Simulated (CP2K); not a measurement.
The system is BiTe.

```
Bi Te
1.0
     4.57498    0.00000    0.00000
     2.28749    3.96205    0.00000
     2.28749    1.32068    3.73546
Bi Te
1 1
Direct
  0.00000 0.00000 0.00000
  0.50000 0.50000 0.50000
```

Base run:

```yaml
Program: CP2K 2026.2
Functional: PBEsol
Potentials_or_basis: POTENTIAL_UZH Bi GTH-PBE-q5, Te GTH-PBE-q6; TZVP-MOLOPT-PBE-GTH basis
Density_cutoff: 6123 eV
k_mesh: 7 × 7 × 7
Occupations: gaussian, width 0.1 eV
Spin: no spin polarisation
```

Its results: band gap on the k mesh none (metal or under the smearing width); pressure 0.3 GPa.

Q: The run is repeated on the same cell with these changes: functional from PBEsol to PBE; occupations from gaussian, width 0.1 eV to fermi-dirac, width 0.0259 eV. What comes out?

A: Band gap on the k mesh none (metal or under the smearing width); pressure 1.5 GPa.

Caveats: spin-orbit coupling is left out, which moves the levels of the heavy elements; the basis of atomic orbitals isn't converged, which shifts pressures, moduli and gaps; the potentials were made for another functional, which shifts forces and pressure (some runs).

Not every run made on this cell is shown here.
